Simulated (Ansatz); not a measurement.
A nudged elastic band was laid between two geometries of a periodic cell of 17 atoms, Si (host Si, host structure diamond, interstitial Si).

Method: DFT LDA, scalar-relativistic, plane waves, PAW in Ansatz 0.2.0. Settings: PAW set soft_1, cutoff 420 eV, k mesh 2x2x2, gaussian smearing 0.05 eV, no spin polarisation.

```json
{
 "movable images": "3",
 "climbing image": "yes",
 "spring": "10.0 eV/Å²",
 "optimiser": "quadratic models (default)",
 "start path": "straight line",
 "force threshold": "0.05 eV/Å",
 "iteration limit": "80",
 "end points": "relaxed"
}
```

Initial state:

```xyz
17
Lattice="0.0000 5.4300 5.4300 5.4300 0.0000 5.4300 5.4300 5.4300 0.0000" Properties=species:S:1:pos:R:3
Si -0.003 -0.006 0.003
Si 1.359 1.354 1.322
Si 2.720 2.717 0.004
Si 4.073 4.072 1.357
Si 2.737 -0.026 2.692
Si 4.107 1.354 4.070
Si 5.426 2.717 2.710
Si 6.788 4.034 4.072
Si -0.019 2.731 2.695
Si 1.358 4.104 4.072
Si 2.719 5.424 2.711
Si 4.038 6.784 4.073
Si 2.734 2.730 5.448
Si 4.072 4.064 6.786
Si 5.408 5.404 5.452
Si 6.786 6.784 6.821
Si 6.787 6.779 4.071
```

Final state:

Only the atoms that move by more than 0.05 Å are listed.
```
Si17 8.138 8.151 2.721
```

Question: Which bonds break or form, and what moves?

Answer: Contacts lost: Si15–Si17. Contacts made: Si4–Si17. The atom that moves furthest is Si17, by 2.35 Å.

Question: Give the energies along the band, and the barrier.

Answer: The forces met the threshold. The highest image is number 2 of 0 to 4, 0.31 eV above the ends, which have the same energy within 2 meV. By the program's own check the climbing image is of a kind that is not told: the force calls were inconclusive, a negative curvature could not be distinguished from the path's own, the only one lies far off the path, or fixed occupations may fill a level only in part (lowest curvatures found: -0.07 and 0.35 eV/Å²). Limits of this set-up: coarse k mesh, PAW files made for another functional.

```json
{"image": "0", "path coordinate (Å)": "0.00", "energy (eV)": "0.00", "Si15–Si17 (Å)": "2.39", "Si4–Si17 (Å)": "4.70"}
{"image": "1", "path coordinate (Å)": "0.74", "energy (eV)": "0.20", "Si15–Si17 (Å)": "2.56", "Si4–Si17 (Å)": "4.02"}
{"image": "2", "path coordinate (Å)": "1.47", "energy (eV)": "0.31", "Si15–Si17 (Å)": "3.26", "Si4–Si17 (Å)": "3.19"}
{"image": "3", "path coordinate (Å)": "2.17", "energy (eV)": "0.19", "Si15–Si17 (Å)": "4.05", "Si4–Si17 (Å)": "2.55"}
{"image": "4", "path coordinate (Å)": "2.87", "energy (eV)": "0.00", "Si15–Si17 (Å)": "4.70", "Si4–Si17 (Å)": "2.39"}
```

Question: What is the geometry of the highest image?

Answer: 
```xyz
17
Lattice="0.0000 5.4300 5.4300 5.4300 0.0000 5.4300 5.4300 5.4300 0.0000" Properties=species:S:1:pos:R:3:forces:R:3
Si -0.176 -0.175 0.176 0.00 0.00 0.00
Si 1.278 1.279 1.251 0.00 0.00 0.01
Si 2.664 2.664 -0.017 0.00 0.00 0.00
Si 3.891 3.892 1.538 0.00 0.00 0.00
Si 2.787 -0.097 2.642 0.00 0.00 0.00
Si 4.178 1.279 4.151 -0.01 0.00 0.00
Si 5.446 2.664 2.766 0.00 0.00 0.00
Si 6.835 4.060 4.025 0.00 0.00 0.00
Si -0.098 2.788 2.642 0.00 0.00 0.00
Si 1.278 4.179 4.151 0.00 -0.01 0.00
Si 2.664 5.447 2.766 0.00 0.00 0.00
Si 4.060 6.835 4.025 0.00 0.00 0.00
Si 2.787 2.788 5.527 0.00 0.00 0.00
Si 4.236 4.237 6.623 -0.01 -0.01 0.01
Si 5.597 5.597 5.263 0.00 0.00 0.00
Si 6.835 6.835 6.800 0.00 0.00 0.00
Si 7.480 7.481 3.379 0.00 0.00 0.00
```

Time of the run: 41 min on 1 thread of Arm Neoverse V1, with other jobs on the host, peak memory 0.72 GiB.
